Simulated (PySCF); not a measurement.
# C6H6O (vinylfuran): the cost of one run

Programs: PySCF 2.14.0, with routines of our own; each step states its level. All values are computed. Atoms count from 0.

### 1 The system as given

13 atoms, charge 0, multiplicity 1; geometry from: GFN2-xTB.

### 2 Geometry optimisation at PBE0-D3(BJ)/def2-SVP

The job: settings as JSON, then the geometry in Å.

```
{"job": {"xc": "PBE0", "basis": "def2-SVP", "d3": "d3bj", "grid": 2, "kind": "geom"}, "charge": 0, "multiplicity": 1}
C     -2.439035     0.452534     0.265036
C     -1.515001    -0.421920    -0.121186
C     -0.094757    -0.182532    -0.071297
C      0.952024    -0.994576    -0.436989
C      2.131889    -0.263956    -0.180750
C      1.724652     0.935369     0.320015
O      0.387842     0.995209     0.390128
H     -2.166518     1.420663     0.649121
H     -3.489155     0.226975     0.208341
H     -1.791357    -1.393403    -0.506943
H      0.882082    -1.985388    -0.837361
H      3.140063    -0.584520    -0.345241
H      2.272882     1.796032     0.649398
```

The run is started by

```sh
> OMP_NUM_THREADS=1 python excited_run.py task.json out
```

This one command runs all jobs of the session in turn.

Q: Estimate the wall time and peak memory of this first job on 1 thread of Arm Neoverse V2, shared host.

About 46 s, with a peak of 0.69 GiB.
